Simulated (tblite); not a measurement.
# C2H10FSSi2: the cost of one run

Programs: PySCF 2.14.0 with density-fitted response routines of our own, and tblite 0.8.0. All values are computed, except where a source is named. Atoms count from 0 throughout.

## Step 1: The starting structure

16 atoms, charge 1, multiplicity 1; geometry from: force field or distance geometry start.

Bonds of the start (Å): C0–H6 1.09, C0–H7 1.09, C0–H8 1.09, C0–Si1 1.84, C4–H10 1.09, C4–H11 1.10, C4–H12 1.10, S3–C4 1.78, S3–Si5 2.12, Si1–F2 1.61, Si1–H9 1.49, Si1–S3 2.11, Si5–H13 1.48, Si5–H14 1.48, Si5–H15 1.47.

## Step 2: GFN2-xTB relaxation, start minimum

What the job is given:

```
{"job": {"xc": "GFN2-xTB", "basis": "xTB", "kind": "relax"}, "charge": 1, "multiplicity": 1}
C      1.815900    -0.012400    -0.873200
Si     1.250100     0.006100     0.874800
F      2.103600     1.125700     1.658500
S     -0.795400     0.492200     1.084400
C     -1.144100     1.480800    -0.359700
Si    -1.585800    -1.399300     0.545800
H      2.868000    -0.270200    -0.947100
H      1.257400    -0.730600    -1.468600
H      1.691600     0.969600    -1.338100
H      1.517200    -1.307000     1.534700
H     -0.597900     2.424700    -0.297800
H     -0.872500     0.970800    -1.293500
H     -2.217900     1.711300    -0.381400
H     -1.212300    -2.405700     1.569800
H     -3.056500    -1.268700     0.440800
H     -1.028600    -1.778500    -0.760800
```

Launch:

```bash
$ OMP_NUM_THREADS=1 python ens_run.py task.json out
```

One launch serves the whole session.

**Question.** How long does this first job take on 1 thread of AMD EPYC, shared host?

About 5.5 s.
